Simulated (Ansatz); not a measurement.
The system is Ta3Cu.

```
Ta Cu
1.0
    -2.00651    2.00651    4.20817
     2.00651   -2.00651    4.20817
     2.00651    2.00651   -4.20817
Ta Cu
3 1
Direct
  0.50000 0.50000 0.00000
  0.25000 0.75000 0.50000
  0.75000 0.25000 0.50000
  0.00000 0.00000 0.00000
```

The cell comes from a database or a generator and needn't be the stable form of this composition.

```yaml
Program: Ansatz 0.2.0
Task: relaxation of cell and atoms
Functional: PBEsol
Potentials_or_basis: Ansatz PAW
Cutoff: "420 eV (not typed: the program's choice for these potentials)"
k_mesh: 9 × 9 × 9
Occupations: methfessel-paxton, width 0.1 eV
Spin: no spin polarisation
```

At the start: volume 16.94 Å³/atom.

Task: Where does the relaxation end?

Result: It ends after 4 steps and the volume is 16.37 Å³/atom (-3.4 %); space group I4/mmm (No. 139, to 0.05 Å).

Step by step:
| step | energy change (eV) | largest force (eV/Å) | volume (Å³) |
| --- | --- | --- | --- |
| 1 | 0.0000 | 0.0000 | 67.77 |
| 2 | -0.0461 | 0.0000 | 65.73 |
| 3 | -0.0468 | 0.0000 | 65.49 |
| 4 | -0.0460 | 0.0000 | 65.49 |

Final structure:
```yaml
crystal:
  lattice:
    - [-1.98628, 1.98628, 4.15009]
    - [1.98628, -1.98628, 4.15009]
    - [1.98628, 1.98628, -4.15009]
  atoms:
    - { symbol: Ta, position: [0.50000, 0.50000, 0.00000] }
    - { symbol: Ta, position: [0.25000, 0.75000, 0.50000] }
    - { symbol: Ta, position: [0.75000, 0.25000, 0.50000] }
    - { symbol: Cu, position: [0.00000, 0.00000, 0.00000] }
```

Caveat: the plane-wave basis is chosen anew once the cell has moved, so the energies of steps on either side of that aren't comparable; the PAW data sets come from PBE, with cores solved anew for the run's functional, which leaves a small shift of forces and pressure.
